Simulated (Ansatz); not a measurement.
Ge2Sb2Te5: relaxation of cell and atoms with PBEsol

Crystal: Ge2Sb2Te5.

```
CELL_PARAMETERS angstrom
4.29406 0.00000 0.00000
-2.14703 3.71877 0.00000
0.00000 0.00000 17.10135
ATOMIC_POSITIONS crystal
Te 0.66667 0.33333 0.41989
Te 0.33333 0.66667 0.58011
Te 0.33333 0.66667 0.20154
Te 0.66667 0.33333 0.79846
Te 0.00000 0.00000 0.00000
Sb 0.00000 0.00000 0.32007
Sb 0.00000 0.00000 0.67993
Ge 0.66667 0.33333 0.10290
Ge 0.33333 0.66667 0.89711
```

The cell comes from a database or a generator and needn't be the stable form of this composition.

| Item | Value |
| --- | --- |
| Program | Ansatz 0.2.0 |
| Task | relaxation of cell and atoms |
| Functional | PBEsol |
| Potentials or basis | Ansatz PAW |
| Cutoff | 420 eV (not typed: the program's choice for these potentials) |
| k mesh | 7 × 7 × 2 |
| Occupations | fermi-dirac, width 0.05 eV |
| Spin | no spin polarisation |

```yaml
Relaxed_volume: 29.00 Å³/atom
Relaxed_cell: a = 4.225 Å, b = 4.225 Å, c = 16.879 Å, α = 90.00°, β = 90.00°, γ = 120.00°
Space_group_after_relaxing_to_0.05_Å: P-3m1 (No. 164)
Energy_gained_by_relaxing: 11.3 meV/atom
Ionic_steps: 5
Pressure_after_relaxing: 0.0 GPa
Band_gap_on_the_k_mesh: 0.16 eV, direct
```

Forces on the atoms (eV/Å):
```
Te   0.000  0.000  0.002
Te   0.000  0.000 -0.002
Te   0.000  0.000  0.001
Te   0.000  0.000 -0.001
Te   0.000  0.000  0.000
Sb   0.000  0.000 -0.001
Sb   0.000  0.000  0.001
Ge   0.000  0.000  0.002
Ge   0.000  0.000 -0.002
```

Step by step:
```csv
step,energy change (eV),largest force (eV/Å),volume (Å³)
1,0.0000,0.1316,273.09
2,-0.0497,0.1349,253.18
3,-0.1033,0.0134,261.46
4,-0.1038,0.0020,260.97
5,-0.1016,0.0021,260.97
```

Final structure:
```
Te Sb Ge
1.0
     4.22526    0.00000    0.00000
    -2.11263    3.65918    0.00000
     0.00000    0.00000   16.87897
Te Sb Ge
5 2 2
Direct
  0.66667 0.33333 0.41856
  0.33333 0.66667 0.58144
  0.33333 0.66667 0.19817
  0.66667 0.33333 0.80183
  0.00000 0.00000 0.00000
  0.00000 0.00000 0.31679
  0.00000 0.00000 0.68321
  0.66667 0.33333 0.10025
  0.33333 0.66667 0.89975
```

Levels at points of the mesh, in eV from the valence-band top:
```csv
k point,band 67,band 68,band 69,band 70,band 71,band 72
"(0.00, 0.00, 0.00)",-1.12,-0.84,0.00,0.16,0.16,0.23
"(0.00, 0.00, -0.50)",-1.41,-0.70,-0.17,0.37,0.37,0.52
```

It took 34 s on 4 threads of Arm Neoverse V1 (shared host), peak memory 1 GiB.

Caveat: odd divisions of the mesh miss points on the zone boundary, where band edges often lie, so the gap on the mesh can be too wide; the plane-wave basis is chosen anew once the cell has moved, so the energies of steps on either side of that aren't comparable; spin-orbit coupling is left out, which moves the levels of the heavy elements; the PAW data sets come from PBE, with cores solved anew for the run's functional, which leaves a small shift of forces and pressure. A k mesh can miss the band edges.
